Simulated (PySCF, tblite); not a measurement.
# C3H4F3NSi: geometry, infrared bands and NMR shifts

Aim: predict the infrared bands and NMR shifts of C3H4F3NSi (`C#C[Si@H](N)C(F)(F)F`).

Computed with tblite 0.8.0 and PySCF 2.14.0, with density-fitted response routines of our own, on a single molecule in the gas phase. Atoms are numbered from 0 throughout.

### 1 Starting geometry

12 atoms, charge 0, multiplicity 1; geometry from: force field or distance geometry start.

Bonds of the start (Å): C0–C1 1.21, C1–Si2 1.88, Si2–N3 1.73, Si2–C4 1.85, C4–F5 1.36, C4–F6 1.37, C4–F7 1.35, C0–H8 1.06, Si2–H9 1.49, N3–H10 1.03, N3–H11 1.01.

### 2 Optimising the geometry with GFN2-xTB

Job settings and geometry (Å):

```
{"job": {"kind": "relax", "xc": "GFN2-xTB", "basis": "xTB"}, "charge": 0, "multiplicity": 1}
C      2.380000    -1.338800    -0.117800
C      1.347300    -0.740300     0.106700
Si    -0.254100     0.164500     0.494600
N     -1.449600    -1.084400     0.519900
C     -0.569700     1.608200    -0.621800
F      0.446000     2.505500    -0.593400
F     -0.702700     1.220600    -1.927200
F     -1.694300     2.288500    -0.295700
H      3.282500    -1.862600    -0.321700
H     -0.192700     0.591300     1.917400
H     -1.134500    -1.796800     1.190600
H     -1.457200    -1.556300    -0.377700
```

Command:

```sh
$ OMP_NUM_THREADS=1 python probes_run.py task.json out
```

This one command runs all jobs of the session in turn.

The program printed:

```text
step      E/eV     max force
  0    -741.13651    3.220
  1    -741.27167    1.903
  2    -741.27465    3.359
  3    -741.35876    0.613
  4    -741.38622    0.598
  5    -741.42609    0.982
  6    -741.45467    0.602
  7    -741.47587    0.326
  8    -741.49010    0.316
  9    -741.50092    0.342
 10    -741.50986    0.332
 11    -741.51811    0.299
 12    -741.52548    0.251
 13    -741.53144    0.245
 14    -741.53605    0.196
 15    -741.54046    0.189
 16    -741.54607    0.240
 17    -741.55351    0.319
 18    -741.56198    0.307
 19    -741.57043    0.242
 20    -741.57867    0.201
 21    -741.58602    0.211
 22    -741.59178    0.174
 23    -741.59594    0.215
 24    -741.59956    0.155
 25    -741.60374    0.260
 26    -741.60875    0.231
 27    -741.61268    0.154
 28    -741.61479    0.094
 29    -741.61575    0.088
 30    -741.61703    0.088
 31    -741.61828    0.104
 32    -741.62016    0.138
 33    -741.62243    0.138
 34    -741.62464    0.124
 35    -741.62588    0.076
 36    -741.62648    0.058
 37    -741.62696    0.068
 38    -741.62766    0.073
 39    -741.62854    0.073
 40    -741.62928    0.063
 41    -741.62971    0.049
 42    -741.63004    0.051
 43    -741.63040    0.052
 44    -741.63085    0.067
 45    -741.63135    0.074
 46    -741.63192    0.111
 47    -741.63258    0.105
 48    -741.63326    0.088
 49    -741.63376    0.053
 50    -741.63396    0.031
 51    -741.63409    0.059
 52    -741.63425    0.059
 53    -741.63454    0.052
 54    -741.63469    0.036
 55    -741.63476    0.021
 56    -741.63480    0.026
 57    -741.63483    0.015
 58    -741.63484    0.010
```

Run time: 0.56 s. Hardware: 1 thread of Arm Neoverse N1, shared host; peak memory 0.18 GiB.

Along the way: (not every step is listed)

```tsv
step	energy from step 0 (eV)	largest force (eV/Å)
0	0.0000	3.2203
1	-0.1352	1.9034
2	-0.1381	3.3591
3	-0.2222	0.6133
4	-0.2497	0.5985
5	-0.2896	0.9817
6	-0.3182	0.6015
7	-0.3394	0.3257
8	-0.3536	0.3164
12	-0.3890	0.2509
16	-0.4096	0.2398
20	-0.4422	0.2014
24	-0.4630	0.1547
28	-0.4783	0.0939
32	-0.4837	0.1379
36	-0.4900	0.0576
40	-0.4928	0.0625
44	-0.4943	0.0667
48	-0.4967	0.0885
52	-0.4977	0.0585
53	-0.4980	0.0518
54	-0.4982	0.0357
55	-0.4982	0.0214
56	-0.4983	0.0256
57	-0.4983	0.0154
58	-0.4983	0.0097
```

Distances of close pairs at the start and the end, largest changes first:

```tsv
bond	before (Å)	after (Å)	change (Å)
Si2–C4	1.852	1.946	+0.094
Si2–H9	1.487	1.457	-0.030
C1–Si2	1.880	1.851	-0.029
N3–H10	1.028	1.006	-0.022
Si2–N3	1.729	1.709	-0.020
C4–F6	1.368	1.353	-0.015
C0–C1	1.215	1.203	-0.011
C0–H8	1.063	1.052	-0.011
```

The next job starts from the end point, and lists it.

### 3 Harmonic vibrations with GFN2-xTB

Job settings and geometry (Å):

```
{"job": {"kind": "ir", "xc": "GFN2-xTB", "basis": "xTB"}, "charge": 0, "multiplicity": 1}
C      2.579159    -1.131099    -0.166705
C      1.515258    -0.686258     0.176472
Si    -0.131022    -0.016163     0.691884
N     -1.511598    -1.007352     0.515220
C     -0.482264     1.387015    -0.609889
F      0.506995     2.298454    -0.694383
F     -0.654171     0.908131    -1.863276
F     -1.603785     2.085094    -0.332256
H      3.513018    -1.511067    -0.468400
H     -0.092538     0.588254     2.017228
H     -1.630241    -1.839531     1.067323
H     -2.007613    -1.076165    -0.359247
```

The program printed:

```text
mode    cm-1     km/mol
  1      18.1      0.24
  2      72.1      0.86
  3     125.3      1.85
  4     134.0      0.83
  5     193.6     15.12
  6     212.7     10.04
  7     243.1      1.41
  8     279.2      4.06
  9     310.2     43.55
 10     392.4     64.84
 11     413.7    204.08
 12     461.8      8.41
 13     463.8      4.16
 14     612.9     55.95
 15     633.1     35.45
 16     652.1     20.75
 17     683.0     50.26
 18     689.3     50.02
 19     696.5    143.99
 20     797.8    159.66
 21     948.8    122.52
 22    1015.6    230.42
 23    1028.8    288.83
 24    1150.9     84.44
 25    1495.8     67.06
 26    2203.0     57.75
 27    2317.2    253.51
 28    3357.6      0.32
 29    3473.0     26.94
 30    3520.0      2.64
```

Wall time 0.55 s (1 thread of Arm Neoverse N1, shared host); peak memory 0.18 GiB.

Which atoms move in the most intense modes:

```tsv
cm⁻¹	km/mol	atoms
414	204.1	H10 56 %, H11 23 %, N3 16 %
696	144.0	Si2 27 %, H9 23 %, H8 19 %, C0 14 %
798	159.7	H10 37 %, H11 34 %, N3 14 %
949	122.5	N3 45 %, Si2 40 %
1016	230.4	C4 71 %, F6 17 %, F7 11 %
1029	288.8	C4 70 %, F5 17 %
1151	84.4	C4 72 %
2317	253.5	H9 97 %
```

### 4 NMR shieldings: PBE0/pcSseg-1

Settings changed since step 3:

```diff
@@ -1,2 +1,2 @@
-{"job": {"kind": "ir", "xc": "GFN2-xTB", "basis": "xTB"}, "charge": 0, "multiplicity": 1}
+{"job": {"kind": "nmr", "xc": "PBE0", "basis": "pcSseg-1"}, "charge": 0, "multiplicity": 1}
 C      2.579159    -1.131099    -0.166705
```

With the program's defaults for keys left out, this is: GIAO PBE0/pcSseg-1 NMR shielding, non-relativistic, gas phase.

The program printed:

```text
coarse grid: 11688 points
cycle   1  E = -759.5880324271  dE =  1.068e+00  |g| = 9.484e-01  |ddm| = 3.249e+00
cycle   2  E = -759.4364086341  dE =  1.516e-01  |g| = 1.378e+00  |ddm| = 1.367e+00
cycle   3  E = -759.7494791641  dE = -3.131e-01  |g| = 7.461e-02  |ddm| = 7.624e-01
cycle   4  E = -759.7503481782  dE = -8.690e-04  |g| = 3.986e-02  |ddm| = 8.895e-02
cycle   5  E = -759.7506144944  dE = -2.663e-04  |g| = 2.067e-02  |ddm| = 4.022e-02
cycle   6  E = -759.7507149850  dE = -1.005e-04  |g| = 5.082e-03  |ddm| = 1.597e-02
cycle   7  E = -759.7507216886  dE = -6.704e-06  |g| = 8.337e-04  |ddm| = 4.224e-03
final grid: 112848 points
cycle   8  E = -759.8144499066  dE = -3.785e-05  |g| = 8.613e-03  |ddm| = 2.451e-02
cycle   9  E = -759.8144387213  dE =  1.119e-05  |g| = 1.187e-02  |ddm| = 1.338e-02
cycle  10  E = -759.8144642145  dE = -2.549e-05  |g| = 7.488e-04  |ddm| = 7.369e-03
cycle  11  E = -759.8144643036  dE = -8.912e-08  |g| = 4.767e-04  |ddm| = 9.948e-04
cycle  12  E = -759.8144643504  dE = -4.680e-08  |g| = 2.030e-04  |ddm| = 4.021e-04
cycle  13  E = -759.8144643606  dE = -1.019e-08  |g| = 2.898e-05  |ddm| = 1.602e-04
cycle  14  E = -759.8144643608  dE = -1.926e-10  |g| = 8.614e-06  |ddm| = 3.025e-05
converged SCF energy = -759.8144643608

GIAO shielding tensors (ppm)
atom      isotropic    diamagn.    paramagn.     s11        s22        s33       span
  0 C       83.804     260.228    -176.425     -3.018      5.317    249.112    252.130
  1 C       99.321     262.004    -162.683      1.294      7.437    289.231    287.936
  2 Si     405.911     878.645    -472.734    366.929    399.423    451.381     84.452
  3 N      257.055     317.348     -60.293    229.290    263.251    278.624     49.334
  4 C       48.680     248.083    -199.403     46.020     46.910     53.110      7.090
  5 F      246.962     473.183    -226.221    146.242    262.924    331.721    185.479
  6 F      250.444     474.924    -224.480    152.945    259.554    338.834    185.888
  7 F      246.706     472.441    -225.736    148.197    257.378    334.542    186.345
  8 H       29.709      32.901      -3.193     24.572     24.853     39.702     15.130
  9 H       26.839      27.293      -0.454     23.373     25.070     32.074      8.700
 10 H       31.129      29.171       1.958     23.675     26.445     43.266     19.591
 11 H       30.549      30.652      -0.103     22.825     27.952     40.870     18.045
```

Wall time 36 s (1 thread of Arm Neoverse N1, shared host); peak memory 0.73 GiB.

Shifts follow as δ = σ(reference) − σ, with reference shieldings (ppm) from runs at the same level and on the same kind of geometry: 1H TMS 31.72, 13C TMS 186.9, 29Si TMS 349.2, 19F CFCl3 170.9, 15N NH3 267.7. The references are single molecules in the gas phase, so shifts against H2O, NH3, PH3, H3PO4 or CFCl3 are not on the usual liquid scales and can be off by tens of ppm. Atoms listed in one row are averaged.

```tsv
atoms	environment	σ (ppm)	δ (ppm)	δ scaled to CDCl3
C4	CF3 carbon	48.7	138.2	133.0
C0	terminal alkyne carbon	83.8	103.1	98.7
C1	alkyne carbon	99.3	87.6	83.6
H9	hydrogen on a silicon bonded to 2 C, N	26.84	4.88	–
H8	hydrogen on a terminal alkyne carbon	29.71	2.01	2.00
H10, H11	hydrogen on a nitrogen bonded to Si	30.84	0.88	–
Si2	silicon bonded to 2 C, N, H	405.9	-56.8	–
N3	nitrogen bonded to Si, 2 H	257.1	10.7	–
F5, F6, F7	fluorine of a CF3 group	248.0	-77.1	–
```

The scaled column applies a straight-line fit of computed shieldings to shifts measured in CDCl3, and one for carbons that bear F (root-mean-square error 0.16 ppm for H, 1.9 ppm for C).

The run also stored atomic charges by several schemes (e):

```tsv
atoms	Mulliken	IAO	Hirshfeld	ESP fit
C0	-0.17	-0.16	-0.07	-0.23
C1	-0.20	-0.36	-0.17	-0.30
Si2	0.90	1.04	0.40	0.81
N3	-0.62	-0.84	-0.31	-1.11
C4	0.52	0.55	0.17	0.18
F5, F6, F7	-0.28	-0.29	-0.11	-0.13
```

Mayer bond orders: C0–C1 2.56, C1–Si2 0.88, Si2–N3 1.13, Si2–C4 0.78, C4–F5 0.97, C4–F6 0.96, C4–F7 0.96.

### 5 Summary of results

```
                                                                 quantity                   value
                                strongest single infrared mode (GFN2-xTB)   1029 cm⁻¹, 289 km/mol
                                             zero-point energy (GFN2-xTB)           40.9 kcal/mol
                                   13C shifts against TMS (PBE0/pcSseg-1)  138.2, 103.1, 87.6 ppm
   1H shifts against TMS (PBE0/pcSseg-1, means over atoms taken as alike)    4.88, 2.01, 0.88 ppm
                                  29Si shifts against TMS (PBE0/pcSseg-1)               -56.8 ppm
                                   15N shifts against NH3 (PBE0/pcSseg-1)                10.7 ppm
19F shifts against CFCl3 (PBE0/pcSseg-1, means over atoms taken as alike)               -77.1 ppm
```

In words: The optimisation took 58 steps and gained 0.498 eV; among the close pairs (by a distance rule), Si2–C4 changed most, from 1.852 to 1.946 Å. No mode is imaginary among the 30: a minimum at this level. The strongest single mode, at 1029 cm⁻¹, moves mainly C4. GFN2-xTB is a fitted tight-binding method: band positions and strengths are rough. Its intensities can rank the bands wrongly. At PBE0/pcSseg-1: Shielding is most anisotropic at C1 (span 288 ppm, paramagnetic term -163 ppm).
